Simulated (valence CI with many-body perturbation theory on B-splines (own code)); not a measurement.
# Levels and ionisation energy of W²⁵⁺

Aim: the low levels of W²⁵⁺, its ionisation energy, and how pure its levels are, set against NIST.

Method: configuration interaction of the valence electrons, many-body perturbation theory for a frozen closed Dirac-Fock core, no-pair Dirac Hamiltonian, B-spline basis. Code: an in-house CI+MBPT code version 3.

## Step 1: What is computed

| Quantity | Value |
| --- | --- |
| element | tungsten (Z = 74, A = 184) |
| charge | +25 |
| frozen core | [Kr] 4d10 |
| start configuration of the valence electrons | 4f3 |
| nuclear rms radius | 5.3658 fm |

## Step 2: The run

Settings, as recorded:

```ini
atom W  Z=74  mass_number=184  rms_radius_fm=5.3658
core [Kr] 4d10
valence 4f3
avg = 1
basis = L
breit = 1
cap = 40000
capref = 1200
cscale = 1
de = 0.0
dress = 0
eps = 2e-08
h = 0.27
hh = 1
l2 = 3
lcore = 6
maxit = 60
n2 = 5
natural = 1
nlev = 60
nno = [5, 5, 6, 7, 5, 3, 2]
nroot = 26
nsp = [3, 3, 3, 2, 1, 0, 0]
pt2 = 1
qed = 1
rpa = 1
s1 = 1
s2 = 1
s3 = 1
screen = 1
tol = 2e-05
```

Command:

```
> python run_cv.py task.json out
```

task.json holds these settings.

Standard output:

```text
rmax 5.7 intervals 59 orbitals 82 references ['4f3', '4f2 5s', '4f2 5p', '4f 5s2', '4f2 5d'] scf 4
2J=8 par=0 roots 2 ref 30 generators 3 cand 1186/1186 P 743/743 nnz 0 it 0
2J=8 par=0 roots 2 ref 30 generators 6 cand 473/473 P 979/979 nnz 0 it 0
   second order: generators 8 cand 237/237 e2 -0.00000 -0.00000
2J=4 par=0 roots 2 ref 45 generators 3 cand 1145/1145 P 831/831 nnz 0 it 0
2J=4 par=0 roots 2 ref 45 generators 4 cand 359/359 P 1033/1033 nnz 0 it 0
   second order: generators 8 cand 157/157 e2 -0.00000 -0.00000
2J=10 par=0 roots 2 ref 15 generators 3 cand 937/937 P 605/605 nnz 0 it 0
2J=10 par=0 roots 2 ref 15 generators 6 cand 347/347 P 751/751 nnz 0 it 0
   second order: generators 14 cand 201/201 e2 -0.00000 -0.00000
reference levels 727, estimated 89, window 991718 1/cm; series limit 3918641, core excitation 1629147
2J=9 par=1 roots 8 ref 62 generators 7 cand 3809/11700 P 2251/7998 nnz 1.6e+07 it 5
2J=9 par=1 roots 8 ref 62 generators 10 cand 5154/15297 P 3108/10730 nnz 2.7e+07 it 6
   second order: generators 13 cand 7892/22163 e2 -0.00003 -0.00000
2J=11 par=1 roots 6 ref 46 generators 6 cand 4514/12859 P 2080/7265 nnz 1.3e+07 it 4
2J=11 par=1 roots 6 ref 46 generators 7 cand 3159/8140 P 2748/9402 nnz 2.1e+07 it 4
   second order: generators 13 cand 8380/24518 e2 -0.00003 -0.00000
2J=3 par=1 roots 7 ref 57 generators 9 cand 4804/11284 P 2479/6416 nnz 9.2e+06 it 5
2J=3 par=1 roots 7 ref 57 generators 10 cand 3315/7425 P 3300/8398 nnz 1.5e+07 it 5
   second order: generators 13 cand 6622/16275 e2 -0.00003 -0.00000
2J=13 par=1 roots 4 ref 27 generators 6 cand 3458/9370 P 2043/6044 nnz 8.9e+06 it 4
2J=13 par=1 roots 4 ref 27 generators 7 cand 3681/10440 P 2744/7955 nnz 1.5e+07 it 4
   second order: generators 10 cand 6074/18037 e2 -0.00002 -0.00000
2J=5 par=1 roots 8 ref 70 generators 8 cand 5480/15227 P 2406/7999 nnz 1.5e+07 it 4
2J=5 par=1 roots 8 ref 70 generators 9 cand 3834/9797 P 3337/10696 nnz 2.5e+07 it 4
   second order: generators 13 cand 9697/26530 e2 -0.00003 -0.00000
2J=15 par=1 roots 3 ref 16 generators 3 cand 1422/3721 P 1288/3895 nnz 4.4e+06 it 6
2J=15 par=1 roots 3 ref 16 generators 3 cand 953/2341 P 1645/4978 nnz 7.1e+06 it 7
   second order: generators 3 cand 596/1258 e2 -0.00000 -0.00000
2J=7 par=1 roots 8 ref 72 generators 8 cand 5558/16576 P 2154/7999 nnz 1.6e+07 it 5
2J=7 par=1 roots 8 ref 72 generators 9 cand 5640/16633 P 3198/11374 nnz 2.9e+07 it 6
   second order: generators 14 cand 10273/33573 e2 -0.00004 -0.00000
2J=1 par=1 roots 3 ref 31 generators 6 cand 3184/5054 P 2296/3770 nnz 2.8e+06 it 4
2J=1 par=1 roots 3 ref 31 generators 8 cand 2479/3814 P 2883/4801 nnz 4.5e+06 it 4
   second order: generators 10 cand 3196/4946 e2 -0.00002 -0.00000
2J=17 par=1 roots 1 ref 6 generators 1 cand 1124/2625 P 819/2250 nnz 0 it 4
2J=17 par=1 roots 1 ref 6 generators 1 cand 868/1908 P 1084/2935 nnz 2.6e+06 it 4
   second order: generators 1 cand 603/1223 e2 -0.00000 -0.00000
2J=7 par=0 roots 4 ref 58 generators 3 cand 3689/12334 P 2154/6639 nnz 9.2e+06 it 4
2J=7 par=0 roots 4 ref 58 generators 6 cand 7080/25181 P 3138/10313 nnz 2.2e+07 it 5
   second order: generators 17 cand 14161/49783 e2 -0.00003 -0.00001
2J=9 par=0 roots 4 ref 53 generators 3 cand 3462/11693 P 2168/6566 nnz 9.1e+06 it 4
2J=9 par=0 roots 4 ref 53 generators 5 cand 5300/19013 P 3132/10118 nnz 2.1e+07 it 4
   second order: generators 19 cand 13198/44274 e2 -0.00002 -0.00001
2J=3 par=0 roots 4 ref 42 generators 3 cand 3109/8042 P 2320/5377 nnz 5.9e+06 it 5
2J=3 par=0 roots 4 ref 42 generators 7 cand 4882/12377 P 3277/8092 nnz 1.3e+07 it 6
   second order: generators 15 cand 10425/26971 e2 -0.00003 -0.00001
2J=5 par=0 roots 4 ref 55 generators 3 cand 3610/11181 P 2274/6377 nnz 8.2e+06 it 5
2J=5 par=0 roots 4 ref 55 generators 8 cand 5440/16504 P 3246/9799 nnz 1.9e+07 it 5
   second order: generators 15 cand 10056/31330 e2 -0.00002 -0.00002
2J=11 par=0 roots 3 ref 41 generators 2 cand 3085/9718 P 1782/5534 nnz 7e+06 it 4
2J=11 par=0 roots 3 ref 41 generators 4 cand 4859/15345 P 2642/8496 nnz 1.6e+07 it 4
   second order: generators 10 cand 9012/29156 e2 -0.00002 -0.00002
2J=13 par=0 roots 2 ref 30 generators 2 cand 2369/7287 P 1605/4120 nnz 4.1e+06 it 4
2J=13 par=0 roots 2 ref 30 generators 3 cand 2970/8978 P 2252/6193 nnz 9.1e+06 it 4
   second order: generators 6 cand 4534/13543 e2 -0.00002 -0.00001
2J=1 par=0 roots 3 ref 23 generators 3 cand 2074/3452 P 2116/3422 nnz 2.4e+06 it 4
2J=1 par=0 roots 3 ref 23 generators 9 cand 3911/6312 P 2943/4871 nnz 4.5e+06 it 5
   second order: generators 15 cand 8651/14181 e2 -0.00002 -0.00001
left out: unestimated 1444142, estimated 1274451, shifts from estimates -10 to 46
```

It took 2.8 min on 1 thread of Intel Xeon 6975P-C (Granite Rapids), shared host; peak memory 0.68 GiB.

In the log, the blocks before «reference levels» are the next ion; each later block is one J and parity (par 1 is odd): roots sought, reference size, generators, candidates and the variational space P (configurations/state functions), Hamiltonian entries, Davidson iterations; e2 is the second-order remainder in hartree. Σ1, Σ2 and Σ3 are the one-, two- and three-electron terms by which the core's correlation enters. In the settings nsp and nno count spectroscopic and correlating orbitals by l, and s1, s2, s3 switch or scale the Σ terms.

## Step 3: Levels

The computed levels (result record; ° odd parity; named by the leading configuration and LS term). The first 40 of 70 are listed.

| # | level | configuration weight | term weight | energy (cm⁻¹) | g | lifetime (s) |
| --- | --- | --- | --- | --- | --- | --- |
| 0 | 4f3 ⁴I° 9/2 | 1.00 | 0.82 | 0.0 | 0.759 | - |
| 1 | 4f3 ⁴I° 11/2 | 1.00 | 0.95 | 20241 | 0.969 | 3.22e-03 |
| 2 | 4f3 ⁴F° 3/2 | 1.00 | 0.63 | 34963 | 0.620 | - |
| 3 | 4f3 ⁴I° 13/2 | 1.00 | 0.92 | 37282 | 1.092 | 4.72e-03 |
| 4 | 4f3 ²H° 9/2 | 1.00 | 0.37 | 44217 | 1.010 | 2.37e-03 |
| 5 | 4f3 ⁴F° 5/2 | 1.00 | 0.73 | 48642 | 0.981 | 1.62e-02 |
| 6 | 4f3 ⁴I° 15/2 | 1.00 | 0.80 | 51872 | 1.168 | 1.15e-02 |
| 7 | 4f3 ⁴S° 3/2 | 1.00 | 0.62 | 54191 | 1.605 | 1.12e-02 |
| 8 | 4f3 ⁴F° 7/2 | 1.00 | 0.50 | 54918 | 1.071 | 1.78e-02 |
| 9 | 4f3 ⁴G° 5/2 | 1.00 | 0.76 | 56417 | 0.672 | 1.84e-02 |
| 10 | 4f3 ⁴G° 7/2 | 1.00 | 0.67 | 65950 | 1.042 | 5.70e-03 |
| 11 | 4f3 ⁴F° 9/2 | 1.00 | 0.61 | 70154 | 1.181 | 2.52e-03 |
| 12 | 4f3 ²K° 13/2 | 1.00 | 0.88 | 71997 | 0.951 | 1.65e-03 |
| 13 | 4f3 ²H° 11/2 | 1.00 | 0.69 | 72129 | 1.113 | 2.56e-03 |
| 14 | 4f3 ²D° 3/2 | 1.00 | 0.31 | 79282 | 1.149 | 1.88e-03 |
| 15 | 4f3 ²G° 7/2 | 1.00 | 0.51 | 80779 | 0.997 | 2.13e-03 |
| 16 | 4f3 ²P° 1/2 | 1.00 | 0.63 | 82257 | 0.417 | 3.29e-03 |
| 17 | 4f3 ⁴G° 9/2 | 1.00 | 0.84 | 82862 | 1.129 | 2.44e-03 |
| 18 | 4f3 ²K° 15/2 | 1.00 | 0.42 | 84696 | 1.034 | 1.95e-03 |
| 19 | 4f3 ²D° 5/2 | 1.00 | 0.48 | 88447 | 1.202 | 3.35e-03 |
| 20 | 4f3 ²H° 11/2 | 1.00 | 0.56 | 92538 | 1.096 | 6.45e-03 |
| 21 | 4f3 ⁴D° 3/2 | 1.00 | 0.43 | 95511 | 1.094 | 3.98e-03 |
| 22 | 4f3 ²D° 5/2 | 1.00 | 0.71 | 97525 | 1.208 | 1.95e-03 |
| 23 | 4f3 ²G° 9/2 | 1.00 | 0.46 | 102126 | 1.105 | 1.42e-03 |
| 24 | 4f3 ²I° 11/2 | 1.00 | 0.51 | 102347 | 1.083 | 2.54e-03 |
| 25 | 4f3 ⁴D° 1/2 | 1.00 | 0.63 | 108040 | 0.240 | 3.91e-03 |
| 26 | 4f3 ²D° 3/2 | 1.00 | 0.46 | 113066 | 1.052 | 1.00e-03 |
| 27 | 4f3 ²I° 13/2 | 1.00 | 0.95 | 113398 | 1.067 | 3.45e-03 |
| 28 | 4f3 ²L° 15/2 | 1.00 | 0.57 | 114025 | 0.997 | 1.34e-03 |
| 29 | 4f3 ⁴D° 7/2 | 1.00 | 0.92 | 114648 | 1.401 | 3.80e-03 |
| 30 | 4f3 ²L° 17/2 | 1.00 | 1.00 | 117074 | 1.056 | 4.08e-03 |
| 31 | 4f3 ²H° 9/2 | 1.00 | 0.71 | 117803 | 0.974 | 1.60e-03 |
| 32 | 4f3 ²F° 5/2 | 1.00 | 0.50 | 126695 | 1.049 | 7.18e-04 |
| 33 | 4f3 ²D° 3/2 | 1.00 | 0.58 | 131880 | 0.997 | 1.05e-03 |
| 34 | 4f3 ²H° 11/2 | 1.00 | 0.65 | 135275 | 1.068 | 1.07e-03 |
| 35 | 4f3 ²F° 7/2 | 1.00 | 0.86 | 148531 | 1.141 | 9.41e-04 |
| 36 | 4f3 ²D° 5/2 | 1.00 | 0.57 | 150452 | 1.097 | 7.52e-04 |
| 37 | 4f3 ²G° 9/2 | 1.00 | 0.93 | 159663 | 1.096 | 1.80e-03 |
| 38 | 4f3 ²G° 7/2 | 1.00 | 0.88 | 163411 | 0.917 | 2.46e-03 |
| 39 | 4f3 ²F° 7/2 | 1.00 | 0.90 | 219323 | 1.126 | 4.20e-04 |

## Step 4: What each term adds

The same run repeats the diagonalisation with simpler Hamiltonians; each column adds a term to the one before, and the last is the full result. Excitation energies in cm⁻¹:

| level | valence CI alone | + Σ1 | + Σ2 | + Σ3 | + Breit | full, with QED |
| --- | --- | --- | --- | --- | --- | --- |
| 4f3 ⁴I° 11/2 | 20147 | 20671 | 21369 | 21429 | 20142 | 20241 |
| 4f3 ⁴F° 3/2 | 36648 | 36821 | 34160 | 34374 | 34952 | 34963 |
| 4f3 ⁴I° 13/2 | 37600 | 38478 | 39444 | 39523 | 37121 | 37282 |
| 4f3 ²H° 9/2 | 45067 | 45601 | 45409 | 45035 | 44134 | 44217 |
| 4f3 ⁴F° 5/2 | 50278 | 50788 | 48696 | 48735 | 48570 | 48642 |
| 4f3 ⁴I° 15/2 | 52850 | 53969 | 54945 | 54993 | 51672 | 51872 |
| 4f3 ⁴S° 3/2 | 54692 | 55355 | 53571 | 54587 | 54089 | 54191 |
| 4f3 ⁴F° 7/2 | 56435 | 57114 | 56101 | 55795 | 54812 | 54918 |
| ionisation energy (eV) | 773.742 | 777.337 | 783.325 | 783.354 | 783.317 | 783.372 |

## Step 5: Lines

Listed are the E1 lines of largest gf, the fastest ones to the lowest level and a few forbidden lines. Rates are at computed energies, electric ones in the length gauge, E1 and E2 with static core polarisation; wavelengths are in vacuum.

| upper | lower | type | λ (nm) | A (1/s) | branching |
| --- | --- | --- | --- | --- | --- |
| 62: 4f2 5s ⁴P 5/2 | 7: 4f3 ⁴S° 3/2 | E1 | 10.52 | 5.44e+05 | 0.24 |
| 50: 4f2 5s ²G 7/2 | 0: 4f3 ⁴I° 9/2 | E1 | 10.57 | 1.57e+05 | 0.18 |
| 48: 4f2 5s ⁴F 9/2 | 0: 4f3 ⁴I° 9/2 | E1 | 10.62 | 3.84e+04 | 0.06 |
| 58: 4f2 5s ⁴P 3/2 | 7: 4f3 ⁴S° 3/2 | E1 | 10.73 | 1.41e+06 | 0.63 |
| 63: 4f2 5s ²P 3/2 | 19: 4f3 ²D° 5/2 | E1 | 10.82 | 1.10e+06 | 0.29 |
| 60: 4f2 5s ²I 11/2 | 12: 4f3 ²K° 13/2 | E1 | 10.87 | 5.58e+05 | 0.31 |
| 59: 4f2 5s ²I 13/2 | 12: 4f3 ²K° 13/2 | E1 | 10.88 | 2.30e+05 | 0.15 |
| 54: 4f2 5s ²D 5/2 | 7: 4f3 ⁴S° 3/2 | E1 | 10.89 | 1.01e+06 | 0.64 |
| 63: 4f2 5s ²P 3/2 | 22: 4f3 ²D° 5/2 | E1 | 10.93 | 8.75e+05 | 0.23 |
| 42: 4f2 5s ⁴H 9/2 | 0: 4f3 ⁴I° 9/2 | E1 | 11.03 | 2.92e+04 | 0.11 |
| 41: 4f2 5s ⁴H 7/2 | 0: 4f3 ⁴I° 9/2 | E1 | 11.10 | 9.08e+04 | 0.43 |
| 61: 4f2 5s ²P 1/2 | 21: 4f3 ⁴D° 3/2 | E1 | 11.13 | 1.79e+06 | 0.44 |
| 60: 4f2 5s ²I 11/2 | 24: 4f3 ²I° 11/2 | E1 | 11.24 | 5.77e+05 | 0.32 |
| 59: 4f2 5s ²I 13/2 | 27: 4f3 ²I° 13/2 | E1 | 11.39 | 7.90e+05 | 0.53 |
| 52: 4f2 5s ²H 11/2 | 27: 4f3 ²I° 13/2 | E1 | 11.85 | 5.30e+05 | 0.52 |
| 9: 4f3 ⁴G° 5/2 | 5: 4f3 ⁴F° 5/2 | M1 | 1286 | 2.53e+00 | 0.05 |
| 21: 4f3 ⁴D° 3/2 | 19: 4f3 ²D° 5/2 | M1 | 1416 | 8.41e+00 | 0.03 |
| 8: 4f3 ⁴F° 7/2 | 5: 4f3 ⁴F° 5/2 | M1 | 1593 | 3.03e+00 | 0.05 |
| 7: 4f3 ⁴S° 3/2 | 5: 4f3 ⁴F° 5/2 | M1 | 1802 | 1.11e+00 | 0.01 |

## Step 6: What came out

```
                                  quantity                  computed                        tabulated
                              lowest level               4f3 ⁴I° 9/2                  4d10 4f3 ⁴I°9/2
                          first excitation  4f3 ⁴I° 11/2, 20241 cm⁻¹                                -
        ionisation energy, to 4f2 ³H J = 4                 783.37 eV  784.4 ± 1.9 eV (semi-empirical)
     hyperfine A/(μ/I) of the lowest level                  4265 MHz                                -
no level missing from the run's list below              1274437 cm⁻¹                                -
```

What this shows: The ionisation energy is 1.0 eV (0.13 %) below the NIST entry, whose uncertainty is 1.9 eV. Of the added terms Σ2 moves the ionisation energy most, by +5.99 eV. The lowest level is 100 % 4f3. Cautions: by estimate terms of an open d or f shell hold to a few per cent.
